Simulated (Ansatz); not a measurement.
**CH₃F₂NSi: single points with varied inputs**

Aim: run CH₃F₂NSi under a spread of inputs, and see what each costs and gives.

The runs use Ansatz 0.2.0, Gaussian basis; the settings change from run to run.

**1. The geometry**

An earlier PBE0-D4 in a triple-zeta def2 set relaxation fixed the geometry.

SMILES `F/C=N/[SiH2]F`, 8 atoms, charge 0, spin multiplicity 1.

Atoms are counted from 1 here; the program's logs count them from 0.

Bond lengths: F1–C2 1.333 Å, C2–N3 1.234 Å, C2–H6 1.093 Å, N3–Si4 1.711 Å, Si4–F5 1.602 Å, Si4–H7 1.477 Å, Si4–H8 1.477 Å. Angles: F1–C2–N3 121.2°, F1–C2–H6 109.4°, N3–C2–H6 129.3°, C2–N3–Si4 130.5°, N3–Si4–F5 112.0°, N3–Si4–H7 108.2°, N3–Si4–H8 108.2°, F5–Si4–H7 107.7°, F5–Si4–H8 107.7°, H7–Si4–H8 113.0°.

**2. wPBEh/ANO-RCC-VTZP**

Set apart from the defaults: charge -1, multiplicity 2, density fitting with cc-pVTZ-jkfit, finite nuclei, high accuracy.

Contents of in.yaml:

```yaml
crystal:
  periodic: [false, false, false]
  atoms:
    - {symbol: F, position_ang: [-1.700075, 1.744921, 1.206717]}
    - {symbol: C, position_ang: [-0.966059, 0.686813, 0.861118]}
    - {symbol: N, position_ang: [-0.219997, 0.719036, -0.121757]}
    - {symbol: Si, position_ang: [0.812078, -0.480088, -0.772199]}
    - {symbol: F, position_ang: [0.759608, -1.840633, 0.071837]}
    - {symbol: H, position_ang: [-1.150336, -0.129133, 1.564570]}
    - {symbol: H, position_ang: [2.198070, 0.026703, -0.721862]}
    - {symbol: H, position_ang: [0.358911, -0.784719, -2.144125]}
basis:
  gaussian: {orbitals: ANO-RCC-VTZP, fitting: {mean_field: cc-pVTZ-jkfit}, nuclear_model: gaussian}
total_charge: -1
magnetization: {spin_polarized: true, initial_magnetization: 1}
hamiltonian: {xc: {name: wPBEh}}
accuracy: high
output: {forces: true}
```

Launch:

```sh
$ ansatz run in.yaml --threads 2 --pin off --events-out ev --progress --plain --max-ram 4352MiB
```

What it wrote (excerpt; [...] marks lines left out):

```text
Functional definition: wPBEh
  name "wPBEh"
  cite "Heyd, Scuseria & Ernzerhof, J. Chem. Phys. 118, 8207 (2003) doi:10.1063/1.1564060"
  cite "Krukau, Vydrov, Izmaylov & Scuseria, J. Chem. Phys. 125, 224106 (2006) doi:10.1063/1.2404663"
  cite "Heyd & Scuseria, J. Chem. Phys. 120, 7274 (2004) doi:10.1063/1.1668634"
  cite "Ernzerhof & Perdew, J. Chem. Phys. 109, 3313 (1998) doi:10.1063/1.476928"
  cite "Perdew, Burke & Ernzerhof, Phys. Rev. Lett. 77, 3865 (1996) doi:10.1103/PhysRevLett.77.3865"
  parent pbe
[...]
527 factors; integrals over basis functions are off by at most 4.4e-1 eV
527 factors; integrals over basis functions are off by at most 1.0e-6 eV
[...]
mean field -15904.66179351 eV, -584.4855403444 hartree, gradient 2.9e-8 eV, S^2 0.750188; 10 other end points of the search recorded, 0 dependent functions left out
[...]
reference -15904.66179781 eV, -584.4855405024 hartree; 25, 24 occupied and 171, 172 virtual orbitals, 527 factors
Total energy: -15904.66179781 eV, -584.4855405024 hartree
Relativity: scalar
Atom 0 at    -1.700075     1.744921     1.206717 Å, force    -0.036595     0.227041    -0.082029 eV/Å
Atom 1 at    -0.966059     0.686813     0.861118 Å, force    -0.173485    -0.384111     0.442427 eV/Å
Atom 2 at    -0.219997     0.719036    -0.121757 Å, force     0.231950     0.155806    -0.387901 eV/Å
Atom 3 at     0.812078    -0.480088    -0.772199 Å, force    -0.421179     0.336195     0.352629 eV/Å
Atom 4 at     0.759608    -1.840633     0.071837 Å, force     0.206063    -0.400222    -0.038019 eV/Å
Atom 5 at    -1.150336    -0.129133     1.564570 Å, force     0.043570     0.106661    -0.116953 eV/Å
Atom 6 at     2.198070     0.026703    -0.721862 Å, force     0.099246    -0.009857    -0.066163 eV/Å
Atom 7 at     0.358911    -0.784719    -2.144125 Å, force     0.050429    -0.031513    -0.103991 eV/Å
Dipole moment:     0.904900     0.435281    -1.417442 e Å
```

Wall time 1.8 min (2 threads of Arm Neoverse V1, shared host); peak memory 1.1 GiB.

Largest force 0.644 eV/Å, ⟨S²⟩ 0.750.

**3. r2SCAN/def2-TZVP**

Set apart from the defaults: multiplicity 3, finite nuclei, rVV10 dispersion.

in.yaml: that of step 2 with these lines changed.

```diff
@@ -12,7 +12,4 @@
 basis:
-  gaussian: {orbitals: ANO-RCC-VTZP, fitting: {mean_field: cc-pVTZ-jkfit}, nuclear_model: gaussian}
-total_charge: -1
-magnetization: {spin_polarized: true, initial_magnetization: 1}
-hamiltonian: {xc: {name: wPBEh}}
-accuracy: high
-output: {forces: true}
+  gaussian: {orbitals: def2-TZVP, nuclear_model: gaussian}
+magnetization: {spin_polarized: true, initial_magnetization: 2}
+hamiltonian: {xc: {name: r2SCAN}, dispersion: rvv10}
```

Same command.

What it wrote (excerpt; [...] marks lines left out):

```text
Functional definition: r2SCAN+rVV10
  name "r2SCAN+rVV10"
  cite "Furness, Kaplan, Ning, Perdew & Sun, J. Phys. Chem. Lett. 11, 8208 (2020) doi:10.1021/acs.jpclett.0c02405"
  cite "Furness, Kaplan, Ning, Perdew & Sun, J. Phys. Chem. Lett. 11, 9248 (2020) doi:10.1021/acs.jpclett.0c03077"
  cite "Vydrov & Van Voorhis, J. Chem. Phys. 133, 244103 (2010) doi:10.1063/1.3521275"
  cite "Sabatini, Gorni & de Gironcoli, Phys. Rev. B 87, 041108(R) (2013) doi:10.1103/PhysRevB.87.041108"
  cite "Ning et al., Phys. Rev. B 106, 075422 (2022) doi:10.1103/PhysRevB.106.075422"
  parent "r2scan"
[...]
1031 factors; their error is unknown
[...]
mean field -15881.58113469 eV, -583.6373417776 hartree, gradient 1.4e-5 eV, S^2 2.009207; 3 other end points of the search recorded, 0 dependent functions left out
reference -15881.58114702 eV, -583.6373422307 hartree; 25, 23 occupied and 154, 156 virtual orbitals, 1031 factors
Total energy: -15881.58114702 eV, -583.6373422307 hartree
```

Run time: 21 s. Hardware: 2 threads of Arm Neoverse V1, shared host; peak memory 0.42 GiB.

⟨S²⟩ 2.009.

**4. RPA/6-31++G****

Options: charge +1, multiplicity 2, density fitting with cc-pVTZ-jkfit, correlated electrons set to outside_noble_gas, the search for lower states set to full.

in.yaml: that of step 3 with these lines changed.

```diff
@@ -12,4 +12,7 @@
 basis:
-  gaussian: {orbitals: def2-TZVP, nuclear_model: gaussian}
-magnetization: {spin_polarized: true, initial_magnetization: 2}
-hamiltonian: {xc: {name: r2SCAN}, dispersion: rvv10}
+  gaussian: {orbitals: "6-31++G**", fitting: {mean_field: cc-pVTZ-jkfit}}
+total_charge: 1
+magnetization: {spin_polarized: true, initial_magnetization: 1}
+hamiltonian: {xc: {name: HF}}
+correlation: {method: rpa, electrons: outside_noble_gas}
+scf: {lower_state_search: full}
```

The command is unchanged.

What it wrote (excerpt; [...] marks lines left out):

```text
Functional definition: HF
  name "HF"
  cite "Fock, Z. Phys. 61, 126 (1930) doi:10.1007/BF01340294"
  parent pbe
[...]
527 factors; integrals over basis functions are off by at most 1.4e-1 eV
[...]
mean field -15825.66549440 eV, -581.5824798978 hartree, gradient 1.9e-6 eV, S^2 0.792228; 9 other end points of the search recorded, 0 dependent functions left out
9 core orbitals not correlated: weight in the atoms' cores, before any rotation towards them, 1.000 or more for the frozen orbitals, at most 0.000 for the correlated occupied ones
reference -15825.66549440 eV, -581.5824798978 hartree; 15, 14 occupied and 93, 94 virtual orbitals, 527 factors
Total energy: -15846.64493738 eV, -582.3534602070 hartree
```

It took 8.5 s on 2 threads of Arm Neoverse V1, shared host.

⟨S²⟩ 0.792.

**5. B2PLYP/x2c-TZVPPall**

This run has atoms shaken by 0.03 Å, the search for lower states set to full.

Contents of in.yaml:

```yaml
crystal:
  periodic: [false, false, false]
  atoms:
    - {symbol: F, position_ang: [-1.692170, 1.780803, 1.233449]}
    - {symbol: C, position_ang: [-0.976559, 0.674392, 0.901254]}
    - {symbol: N, position_ang: [-0.223244, 0.731668, -0.124515]}
    - {symbol: Si, position_ang: [0.841236, -0.497981, -0.784413]}
    - {symbol: F, position_ang: [0.760308, -1.837532, 0.126947]}
    - {symbol: H, position_ang: [-1.168533, -0.096437, 1.559279]}
    - {symbol: H, position_ang: [2.158292, 0.029734, -0.696951]}
    - {symbol: H, position_ang: [0.356845, -0.799804, -2.187698]}
basis:
  gaussian: {orbitals: x2c-TZVPPall}
hamiltonian: {xc: {name: B2PLYP}}
scf: {lower_state_search: full}
output: {forces: true}
```

Launched as before.

What it wrote (excerpt; [...] marks lines left out):

```text
Functional definition: B2PLYP
  name "B2PLYP"
  cite "Grimme, J. Chem. Phys. 124, 034108 (2006) doi:10.1063/1.2148954"
  cite "Becke, Phys. Rev. A 38, 3098 (1988) doi:10.1103/PhysRevA.38.3098"
  cite "Lee, Yang & Parr, Phys. Rev. B 37, 785 (1988) doi:10.1103/PhysRevB.37.785"
[...]
1278 factors; integrals over basis functions are off by at most 8.7e-4 eV
[...]
mean field -15898.46681017 eV, -584.2578789060 hartree, gradient 5.4e-6 eV, S^2 0.000000; 0 other end points of the search recorded, 0 dependent functions left out
9 core orbitals not correlated: weight in the atoms' cores, before any rotation towards them, 1.000 or more for the frozen orbitals, at most 0.000 for the correlated occupied ones
reference -15898.46695834 eV, -584.2578843510 hartree; 15, 15 occupied and 184, 184 virtual orbitals, 1278 factors
second order -31.91567145 eV of doubles, -0.00000000 eV of singles
[...]
Total energy: -15907.08418963 eV, -584.5745617600 hartree
Relativity: scalar
Atom 0 at    -1.692170     1.780803     1.233449 Å, force     0.171309    -0.569131     0.098224 eV/Å
Atom 1 at    -0.976559     0.674392     0.901254 Å, force     1.589806     2.460116    -3.543717 eV/Å
Atom 2 at    -0.223244     0.731668    -0.124515 Å, force    -0.869740    -0.783407     1.603370 eV/Å
Atom 3 at     0.841236    -0.497981    -0.784413 Å, force    -1.900866    -0.143724     0.196183 eV/Å
Atom 4 at     0.760308    -1.837532     0.126947 Å, force     0.120572     0.342180    -0.472372 eV/Å
Atom 5 at    -1.168533    -0.096437     1.559279 Å, force    -0.370798    -1.599301     1.388438 eV/Å
Atom 6 at     2.158292     0.029734    -0.696951 Å, force     0.901404     0.218505    -0.062121 eV/Å
Atom 7 at     0.356845    -0.799804    -2.187698 Å, force     0.358314     0.074763     0.791995 eV/Å
Dipole moment:     0.089902    -0.212256     0.010227 e Å
```

Run time: 18 s. Hardware: 2 threads of Arm Neoverse V1, shared host; peak memory 0.66 GiB.

Largest force 4.598 eV/Å, dipole 1.11 D.

**6. r2SCAN0/aug-cc-pVTZ**

Options: density fitting with def2-universal-jkfit.

Contents of in.yaml:

```yaml
crystal:
  periodic: [false, false, false]
  atoms:
    - {symbol: F, position_ang: [-1.700075, 1.744921, 1.206717]}
    - {symbol: C, position_ang: [-0.966059, 0.686813, 0.861118]}
    - {symbol: N, position_ang: [-0.219997, 0.719036, -0.121757]}
    - {symbol: Si, position_ang: [0.812078, -0.480088, -0.772199]}
    - {symbol: F, position_ang: [0.759608, -1.840633, 0.071837]}
    - {symbol: H, position_ang: [-1.150336, -0.129133, 1.564570]}
    - {symbol: H, position_ang: [2.198070, 0.026703, -0.721862]}
    - {symbol: H, position_ang: [0.358911, -0.784719, -2.144125]}
basis:
  gaussian: {orbitals: aug-cc-pVTZ, fitting: {mean_field: def2-universal-jkfit}}
hamiltonian: {xc: {name: r2SCAN0}}
```

The command is unchanged.

What it wrote (excerpt; [...] marks lines left out):

```text
Functional definition: r2SCAN0
  name "r2SCAN0"
  cite "Bursch, Neugebauer, Ehlert & Grimme, J. Chem. Phys. 156, 134105 (2022) doi:10.1063/5.0086040"
  cite "Furness, Kaplan, Ning, Perdew & Sun, J. Phys. Chem. Lett. 11, 8208 (2020) doi:10.1021/acs.jpclett.0c02405"
  cite "Furness, Kaplan, Ning, Perdew & Sun, J. Phys. Chem. Lett. 11, 9248 (2020) doi:10.1021/acs.jpclett.0c03077"
  parent r2scan
[...]
488 factors; integrals over basis functions are off by at most 1.1e0 eV
[...]
mean field -15886.99454270 eV, -583.8362808524 hartree, gradient 2.5e-5 eV, S^2 0.000000; 0 other end points of the search recorded, 0 dependent functions left out
reference -15886.99455766 eV, -583.8362814024 hartree; 24, 24 occupied and 279, 279 virtual orbitals, 488 factors
Total energy: -15886.99455766 eV, -583.8362814024 hartree
```

Wall time 9 s (2 threads of Arm Neoverse V1, shared host); peak memory 0.47 GiB.

(Part 1 of 2 ends here.)
